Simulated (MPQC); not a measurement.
**A workflow on doublet GaH2F−**

Wanted: the energy (doublet GaH2F−, UBP86/def2-SV(P)), then a single-point energy (singlet GaH2F, BP86/def2-SVP), then a single-point energy (doublet GaH2F−, UBP86/def2-SVP), then the energy (singlet GaH2F, BP86/def2-TZVP), then the energy (doublet GaH2F−, UBP86/def2-TZVP), then the energy (singlet GaH2F, BP86/def2-TZVPP), then the energy (doublet GaH2F−, UBP86/def2-TZVPP) of FGaH2. 

The calculation is run with MPQC 2.3.1.

1 further run of the same task is left out (set aside as unsound or not needed).

**1. The molecule**

GaH2F− has 4 atoms, charge -1, and is taken as a doublet. SMILES of the parent species: `[F][GaH2]`. Geometry: a GFN2-xTB relaxation, a rough one for these elements and not checked as a minimum. That shape belongs to the parent species and isn't relaxed for this state.

Bond lengths: F1–Ga2 1.732 Å, Ga2–H3 1.542 Å, Ga2–H4 1.543 Å. Angles: F1–Ga2–H3 115.5°, F1–Ga2–H4 115.6°, H3–Ga2–H4 128.9°.

**2. A single-point energy at UBP86/def2-SV(P) (run 1)**

File input.in:

```
% emacs should use -*- KeyVal -*- mode
molecule<Molecule>: (
  symmetry = c1
  unit = angstrom
  { atoms geometry } = {
    F  [ -0.575470 -0.470410 1.452790 ]
    Ga [ 0.035370 0.029200 -0.088990 ]
    H  [ -0.862110 -0.303170 -1.298390 ]
    H  [ 1.402210 0.744380 -0.065420 ]
  }
)
basis<GaussianBasisSet>: (
  name = "def2-SV(P)"
  molecule = $:molecule
  basisdir = "."
  puream = yes
)
mpqc: (
  checkpoint = no
  savestate = no
  restart = no
  do_energy = yes
  do_gradient = no
  optimize = no
  mole<UKS>: (
    molecule = $:molecule
    basis = $:basis
    total_charge = -1
    multiplicity = 2
    memory = 1000000000
    print_evals = yes
    maxiter = 70
    value_accuracy = 1e-08
    functional<StdDenFunctional>: ( name = "BP86" )
    integrator<RadialAngularIntegrator>: ( grid = fine )
    guess_wavefunction<UHF>: (
      molecule = $:molecule
      total_charge = -1
      multiplicity = 2
      memory = 1000000000
      value_accuracy = 1e-3
      basis<GaussianBasisSet>: (
        name = "STO-3G"
        molecule = $:molecule
      )
    )
  )
)
```

The basis set def2-SV(P) is read from a file made from the Basis Set Exchange's data (not shown).

Run with:

```console
$ mpqc input.in > input.out
```

Standard output:

```text
MPQC: Massively Parallel Quantum Chemistry
[...]
  WARNING: BeckeIntegrationWeight usually uses the atomic maximum
           probability radius, however this is not available for
[...]
  Integrated electron density error = -0.003568195658
  iter     1 energy = -2023.3417267424 delta = 2.63230e-01
[...]
  Integrated electron density error = -0.000046472451
  iter    31 energy = -2025.8379829979 delta = 2.51769e-08
  Integrated electron density error = -0.000046472449
  iter    32 energy = -2025.8379829979 delta = 1.99387e-08
  Integrated electron density error = -0.000046472454
  iter    33 energy = -2025.8379829979 delta = 1.49625e-08
  Integrated electron density error = -0.000046472455
  iter    34 energy = -2025.8379829979 delta = 1.13275e-08
[...]
  <S^2>      = 0.752436
  total scf energy = -2025.8379829979
Value of the MolecularEnergy: -2025.8379829979
[...]
        symmetry = c1
[...]
        nbasis = 50
[...]
      nalpha = 22
      nbeta = 21
[...]
```

It took 26 s on 1 thread of Arm Neoverse V1, shared host; peak memory 0.18 GiB.

**3. Singlet neutral GaH2F: a single-point energy at BP86/def2-SVP (run 2)**

Edit input.in of step 2 so:

```diff
@@ -12,3 +12,3 @@
 basis<GaussianBasisSet>: (
-  name = "def2-SV(P)"
+  name = "def2-SVP"
   molecule = $:molecule
@@ -24,7 +24,6 @@
   optimize = no
-  mole<UKS>: (
+  mole<CLKS>: (
     molecule = $:molecule
     basis = $:basis
-    total_charge = -1
-    multiplicity = 2
+    total_charge = 0
     memory = 1000000000
@@ -35,6 +34,5 @@
     integrator<RadialAngularIntegrator>: ( grid = fine )
-    guess_wavefunction<UHF>: (
+    guess_wavefunction<CLHF>: (
       molecule = $:molecule
-      total_charge = -1
-      multiplicity = 2
+      total_charge = 0
       memory = 1000000000
```

The basis set def2-SVP is read from a file made from the Basis Set Exchange's data (not shown).

Run with:

```console
$ mpqc input.in > input.out
```

Standard output:

```text
MPQC: Massively Parallel Quantum Chemistry
[...]
  WARNING: BeckeIntegrationWeight usually uses the atomic maximum
           probability radius, however this is not available for
[...]
  Integrated electron density error = -0.003653325436
  iter     1 energy = -2023.4827889004 delta = 2.32965e-01
[...]
  Integrated electron density error = -0.000035446836
  iter    15 energy = -2025.8523283315 delta = 2.10279e-07
  Integrated electron density error = -0.000035446916
  iter    16 energy = -2025.8523283315 delta = 1.01887e-07
  Integrated electron density error = -0.000035447003
  iter    17 energy = -2025.8523283315 delta = 3.15874e-08
  Integrated electron density error = -0.000035446972
  iter    18 energy = -2025.8523283316 delta = 1.56548e-08
[...]
  LUMO is    22   A =  -0.085832
  total scf energy = -2025.8523283316
Value of the MolecularEnergy: -2025.8523283316
[...]
        symmetry = c1
[...]
```

Wall time 11 s (1 thread of Arm Neoverse V1, shared host); peak memory 0.18 GiB.

**4. The energy at UBP86/def2-SVP (run 3)**

Edit input.in of step 3 so:

```diff
@@ -24,6 +24,7 @@
   optimize = no
-  mole<CLKS>: (
+  mole<UKS>: (
     molecule = $:molecule
     basis = $:basis
-    total_charge = 0
+    total_charge = -1
+    multiplicity = 2
     memory = 1000000000
@@ -34,5 +35,6 @@
     integrator<RadialAngularIntegrator>: ( grid = fine )
-    guess_wavefunction<CLHF>: (
+    guess_wavefunction<UHF>: (
       molecule = $:molecule
-      total_charge = 0
+      total_charge = -1
+      multiplicity = 2
       memory = 1000000000
```

The basis set def2-SVP is read from a file made from the Basis Set Exchange's data (not shown).

Run with:

```console
$ mpqc input.in > input.out
```

Standard output:

```text
MPQC: Massively Parallel Quantum Chemistry
[...]
  WARNING: BeckeIntegrationWeight usually uses the atomic maximum
           probability radius, however this is not available for
[...]
  Integrated electron density error = -0.003562064944
  iter     1 energy = -2023.3457619219 delta = 2.35106e-01
[...]
  Integrated electron density error = -0.000046379197
  iter    30 energy = -2025.8405765329 delta = 2.44669e-08
  Integrated electron density error = -0.000046379199
  iter    31 energy = -2025.8405765325 delta = 1.87422e-08
  Integrated electron density error = -0.000046379201
  iter    32 energy = -2025.8405765325 delta = 1.42696e-08
  Integrated electron density error = -0.000046379201
  iter    33 energy = -2025.8405765325 delta = 1.09227e-08
[...]
  <S^2>      = 0.752375
  total scf energy = -2025.8405765325
Value of the MolecularEnergy: -2025.8405765325
[...]
        symmetry = c1
[...]
        nbasis = 56
[...]
      nalpha = 22
      nbeta = 21
[...]
```

It took 33 s on 1 thread of Arm Neoverse V1, shared host; peak memory 0.27 GiB.

Runs 4 to 6 aren't shown in full; the table further down has their settings and results.

**5. A single-point energy at UBP86/def2-TZVPP (run 7)**

Edit input.in of step 4 so:

```diff
@@ -12,3 +12,3 @@
 basis<GaussianBasisSet>: (
-  name = "def2-SVP"
+  name = "def2-TZVPP"
   molecule = $:molecule
```

The basis set def2-TZVPP is read from a file made from the Basis Set Exchange's data (not shown).

Run with:

```console
$ mpqc input.in > input.out
```

Standard output:

```text
MPQC: Massively Parallel Quantum Chemistry
[...]
  WARNING: BeckeIntegrationWeight usually uses the atomic maximum
           probability radius, however this is not available for
[...]
  Integrated electron density error = 0.005617893737
  iter     1 energy = -2023.6839092114 delta = 1.09281e-01
[...]
  Integrated electron density error = -0.000051728753
  iter    32 energy = -2026.2268127610 delta = 2.54906e-08
  Integrated electron density error = -0.000051728752
  iter    33 energy = -2026.2268127610 delta = 2.03342e-08
  Integrated electron density error = -0.000051728751
  iter    34 energy = -2026.2268127610 delta = 1.59881e-08
  Integrated electron density error = -0.000051728750
  iter    35 energy = -2026.2268127610 delta = 1.21857e-08
[...]
  <S^2>      = 0.752680
  total scf energy = -2026.2268127610
Value of the MolecularEnergy: -2026.2268127610
[...]
        symmetry = c1
[...]
        nbasis = 107
[...]
      nalpha = 22
      nbeta = 21
[...]
```

It took 2.2 min on 1 thread of Arm Neoverse V1, shared host; peak memory 0.51 GiB.

**6. The series**

| run | level | partner | energy (Eh) | ⟨S²⟩ | wall time |
| --- | --- | --- | --- | --- | --- |
| 1 | UBP86/def2-SV(P) | anion | -2025.837983 | 0.752 | 26 s |
| 2 | BP86/def2-SVP | base | -2025.852328 | – | 11 s |
| 3 | UBP86/def2-SVP | anion | -2025.840577 | 0.752 | 33 s |
| 4 | BP86/def2-TZVP | base | -2026.229747 | – | 36 s |
| 5 | UBP86/def2-TZVP | anion | -2026.225938 | 0.753 | 98 s |
| 6 | BP86/def2-TZVPP | base | -2026.230462 | – | 54 s |
| 7 | UBP86/def2-TZVPP | anion | -2026.226813 | 0.753 | 2.2 min |

**7. Summary of results**

| quantity | value |
| --- | --- |
| run 7, UBP86/def2-TZVPP: total energy | -2026.22681 Eh |
| run 7, UBP86/def2-TZVPP: ⟨S²⟩ | 0.753 |
| vertical electron affinity (to the doublet anion), BP86/def2-SVP | -0.320 eV |
| vertical electron affinity (to the doublet anion), BP86/def2-TZVP | -0.104 eV |
| vertical electron affinity (to the doublet anion), BP86/def2-TZVPP | -0.099 eV |

What this shows: At BP86/def2-SVP: the anion lies 0.32 eV (30.9 kJ/mol) above the neutral: the electron isn't bound at this level, and such a value depends on the basis. Without diffuse functions anions come out too high. At BP86/def2-TZVP: the anion lies 0.10 eV (2.4 kcal/mol) above the neutral: the electron isn't bound at this level, and such a value depends on the basis. At BP86/def2-TZVPP: the anion lies 0.10 eV (2.3 kcal/mol) above the neutral: the electron isn't bound at this level, and such a value depends on the basis. All runs together took 6.5 min, the longest 2.2 min.
